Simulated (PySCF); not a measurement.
# C3H9BiS (BiMe2(SMe)): the cost of one run

Computed with PySCF 2.14.0 and routines of our own; the level stands in each step. Atoms count from 0.

## Step 1: The starting structure

14 atoms, charge 0, multiplicity 1; geometry from: GFN2-xTB.

## Step 2: Optimising the geometry at PBE0-D3(BJ)/def2-SVP

What the job is given:

```
{"job": {"xc": "PBE0", "basis": "def2-SVP", "d3": "d3bj", "grid": 1, "maxiter": 30, "shake": 0.03, "kind": "geom"}, "charge": 0, "multiplicity": 1}
Bi     0.403550     0.385620     0.859560
C      2.177880     0.436410    -0.453390
H      2.803600    -0.346240    -0.159490
H      2.799140     1.410580    -0.381470
H      1.889950     0.261230    -1.502630
C     -0.608040     2.090870    -0.436010
H     -1.562050     2.301700    -0.070890
H     -0.609170     1.733570    -1.460690
H      0.009910     2.984140    -0.339270
S     -0.757420    -1.418010    -0.446220
C     -1.520380    -2.346020     0.934320
H     -0.700410    -2.669600     1.610370
H     -2.080010    -3.163750     0.442290
H     -2.266000    -1.704330     1.446750
```

Command:

```bash
OMP_NUM_THREADS=1 python heavy_run.py task.json out
```

One launch serves the whole session: the jobs run in the order shown.

**Question.** How long does this first job take on 1 thread of Intel Xeon Platinum 8488C, shared host, and how much memory does it need?

About 1.8 min, with a peak of 0.5 GiB.
